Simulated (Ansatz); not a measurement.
## two structures of Au: a comparison of enthalpies under pressure, step by step

With the Python package of Ansatz (0.2.0).

The cells in order, each with its output:

In [1]:
```python
import warnings

import ansatz
import numpy as np
import pandas as pd
```

In [2]:
```python
PHASES = {
    "Im-3m": (
        [[-1.657269, 1.657269, 1.657269], [1.657269, -1.657269, 1.657269], [1.657269, 1.657269, -1.657269]],
        [
            ("Au", [0.0, 0.0, 0.0]),
        ],
    ),
    "P6_3/mmc": (
        [[2.9, 0.0, 0.0], [-1.45, 2.511474, 0.0], [0.0, 0.0, 4.88]],
        [
            ("Au", [1 / 3, 2 / 3, 0.75]),
            ("Au", [2 / 3, 1 / 3, 0.25]),
        ],
    ),
}
```

In [3]:
```python
def build(vectors, sites):
    crystal = ansatz.Crystal(lattice=ansatz.Lattice.of(vectors))
    for symbol, position in sites:
        crystal = crystal.atom(symbol, position)
    return crystal
```

In [4]:
```python
def ground_state(name, crystal, pressure=0.0):
    calc = (
        crystal.calculation()
        .functional("lda")
        .scf(max_iterations=60, lower_state_search="standard")
        .accuracy("low")
        .basis(520)
        .kpoints(spacing=0.3)
        .occupations("fermi_dirac", width=0.05)
    )
    calc = calc.relax(force_tolerance=0.03, max_steps=40, cell=True, pressure=pressure)
    return calc.run(threads=1, pin="off")
```

In [5]:
```python
def volume_per_atom(outcome):
    return abs(np.linalg.det(outcome.lattice.cell_ang)) / len(outcome.lattice.sites)
```

In [6]:
```python
warnings.simplefilter("ignore", ansatz.DeckWarning)
```

In [7]:
```python
phases = {name: build(*cell) for name, cell in PHASES.items()}
```

In [8]:
```python
pressures = [0, 10, 20, 30]
enthalpy, volume = {name: [] for name in phases}, {name: [] for name in phases}
for p in pressures:
    for name, crystal in phases.items():
        o = ground_state(name, crystal, pressure=p)
        volume[name].append(volume_per_atom(o))
        enthalpy[name].append(o.report["energy_sigma0_ev"] / len(o.lattice.sites) + p * volume[name][-1] / 160.21766)
gap = np.array(enthalpy["P6_3/mmc"]) - np.array(enthalpy["Im-3m"])
rows = [(p, va, vb, 1000 * d) for p, va, vb, d in zip(pressures, volume["Im-3m"], volume["P6_3/mmc"], gap)]
print(pd.DataFrame(rows, columns=["P (GPa)", "V Im-3m (A^3/atom)", "V P6_3/mmc (A^3/atom)", "H(P6_3/mmc) - H(Im-3m) (meV/atom)"]).round(4).to_string(index=False))
crossings = [p0 - g0 * (p1 - p0) / (g1 - g0) for p0, p1, g0, g1 in zip(pressures, pressures[1:], gap, gap[1:]) if g0 * g1 < 0]
print("crossing near", [round(float(p), 1) for p in crossings], "GPa") if crossings else print("no crossing in this range")
```
```text
 P (GPa)  V Im-3m (A^3/atom)  V P6_3/mmc (A^3/atom)  H(P6_3/mmc) - H(Im-3m) (meV/atom)
       0             16.6735                16.5847                           -49.8583
      10             15.9104                15.8520                           -54.1570
      20             15.3230                15.2849                           -56.5558
      30             14.8503                14.8213                           -58.0625
no crossing in this range
```

Reading the output:
- These settings explore the input space; cutoff and mesh may be short of convergence.
- At a fixed pressure a relaxation lowers the enthalpy F + PV, while F alone can rise.
- For the metals among these phases the mesh is modest: differences between phases can be off by up to 40 meV an atom.
- Spin-orbit coupling, which matters for elements this heavy, is left out.
- The cells come from databases of deposited and of computed structures, and not all need be stable phases.
- Only these two structures are compared, at zero temperature and with their symmetry kept; either may be hypothetical, and another phase may be lower than both. Differences under about 40 meV an atom lie within the error of mesh and functional.
- The script silences the warnings on its input, which a real study should read.
- Run time: 62 s on 1 thread of Arm Neoverse V1, on a shared host, peak memory 0.44 GiB.
